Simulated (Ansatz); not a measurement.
# BH5NSn+ (SMILES N[BH][SnH2+]): functionals against CCSD(T) at one geometry

One table from this session's results is given with a row withheld; the runs are named, their logs left out.

Computed with Ansatz 0.2.0, Gaussian basis. Level: single points in def2-TZVPP.

Cores are frozen in the correlated methods. Filled d shells of the heavier atoms are correlated. Core potentials replace the inner electrons past krypton, and spin-orbit coupling is left out.

**Starting geometry**

SMILES `N[BH][SnH2+]`, 8 atoms, charge 1, spin multiplicity 1.

Atoms are counted from 1 here; the program's logs count them from 0.

Bond lengths: N1–B2 1.334 Å, N1–H4 1.182 Å, N1–H5 0.848 Å, B2–Sn3 2.371 Å, B2–H6 1.320 Å, Sn3–H7 1.738 Å, Sn3–H8 1.806 Å. Angles: B2–N1–H4 124.1°, B2–N1–H5 133.4°, H4–N1–H5 100.4°, N1–B2–Sn3 115.9°, N1–B2–H6 115.4°, Sn3–B2–H6 123.2°, B2–Sn3–H7 125.8°, B2–Sn3–H8 131.5°, H7–Sn3–H8 101.8°.

Geometry (Å):

```xyz
8
charge 1, multiplicity 1
N    -0.9707    1.0483   -0.7823
B     0.0972    0.9495    0.0106
Sn    0.7990   -1.2548    0.5320
H    -1.6748    0.1417   -1.0623
H    -1.4520    1.6997   -1.0332
H     0.9180    1.9833   -0.0136
H     2.0204   -1.6866    1.6907
H     0.0839   -2.8637    0.1312
```

Set-up of the first run:

run/in.yaml

```yaml
crystal:
  periodic: [false, false, false]
  atoms:
    - {symbol: N, position_ang: [-0.970700, 1.048300, -0.782300]}
    - {symbol: B, position_ang: [0.097200, 0.949500, 0.010600]}
    - {symbol: Sn, position_ang: [0.799000, -1.254800, 0.532000]}
    - {symbol: H, position_ang: [-1.674800, 0.141700, -1.062300]}
    - {symbol: H, position_ang: [-1.452000, 1.699700, -1.033200]}
    - {symbol: H, position_ang: [0.918000, 1.983300, -0.013600]}
    - {symbol: H, position_ang: [2.020400, -1.686600, 1.690700]}
    - {symbol: H, position_ang: [0.083900, -2.863700, 0.131200]}
basis:
  gaussian: {orbitals: def2-TZVPP}
total_charge: 1
correlation: {method: ccsd_t}
output: {forces: true}
```

No record of the launch command was kept for these runs.

Among the steps run: CCSD(T)/def2-TZVPP; PBE0-D4/def2-TZVPP; wB97M-V/def2-TZVPP; r2SCAN-D4/def2-TZVPP; PBE-D4/def2-TZVPP; CAM-B3LYP-D4/def2-TZVPP; B97M-V/def2-TZVPP.

One of the session's tables, all rows but one given; the rest of the session is left out.

| method | RMS force component (eV/Å) | angle to CCSD(T) forces (°) |
| --- | --- | --- |
| CCSD(T) | 4.110 | reference |
| PBE0-D4 | ? | ? |
| wB97M-V | 4.111 | 2.0 |
| r2SCAN-D4 | 4.079 | 2.1 |
| PBE-D4 | 4.101 | 3.2 |
| CAM-B3LYP-D4 | 4.111 | 2.8 |
| B97M-V | 4.018 | 2.6 |

**Question.** Estimate the row for PBE0-D4.

The run gave: RMS force component (eV/Å): 4.118; angle to CCSD(T) forces (°): 2.4. In the column «RMS force component (eV/Å)» it is the highest.
